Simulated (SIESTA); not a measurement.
MgAl2Ge2:

```xyz
5
Lattice="4.0936 0.0000 0.0000 -2.0468 3.5451 0.0000 0.0000 0.0000 6.7541" Properties=species:S:1:pos:R:3 pbc="T T T"
Ge    0.0000    2.3634    1.6416
Ge    2.0468    1.1817    5.1125
Al    0.0000    2.3634    4.2714
Al    2.0468    1.1817    2.4827
Mg    0.0000    0.0000    0.0000
```

The cell comes from a database or a generator and needn't be the stable form of this composition.

```yaml
Program: SIESTA 5.4.2
Task: single point
Functional: PBEsol
Potentials_or_basis: PseudoDojo 0.4 standard (PBEsol files)
Basis: DZP (energy shift 0.003 Ry; two zetas on semicore shells)
Grid_cutoff: 800 Ry
Energy_shift: 0.003 Ry
k_mesh: 8 × 8 × 4
Occupations: fermi-dirac, width 0.05 eV
Spin: no spin polarisation
```

On this cell: pressure 1.1 GPa; largest force 0.300 eV/Å; band gap on the k mesh none (metal or under the smearing width).

The same run follows on a disturbed copy (atoms moved at random, drawn with an rms of 0.05 Å):

```
Ge Al Mg
1.0
     4.09356    0.00000    0.00000
    -2.04678    3.54512    0.00000
     0.00000    0.00000    6.75412
Ge Al Mg
2 2 1
Direct
  0.32998 0.67209 0.24211
  0.68839 0.34576 0.75343
  0.32874 0.66473 0.63148
  0.66197 0.33284 0.36785
  0.00464 0.99838 0.00129
```

**Question.** What changes?

**Answer.** The energy (extrapolated to zero smearing) moves by +9.0 meV/atom; pressure 1.4 GPa; largest force 0.919 eV/Å; band gap on the k mesh none (metal or under the smearing width).

Forces in eV/Å, atoms in the order of the input:
```
Ge   0.082 -0.176 -0.294
Ge  -0.645 -0.435  0.490
Al   0.619  0.397 -0.076
Al  -0.022  0.144 -0.073
Mg  -0.037  0.071 -0.048
```

Stress tensor (GPa, compression positive):
```
 1.75  0.79 -0.63
 0.79  1.08 -0.24
-0.63 -0.24  1.37
```

Caveats: the basis of atomic orbitals isn't converged, which shifts pressures, moduli and gaps.
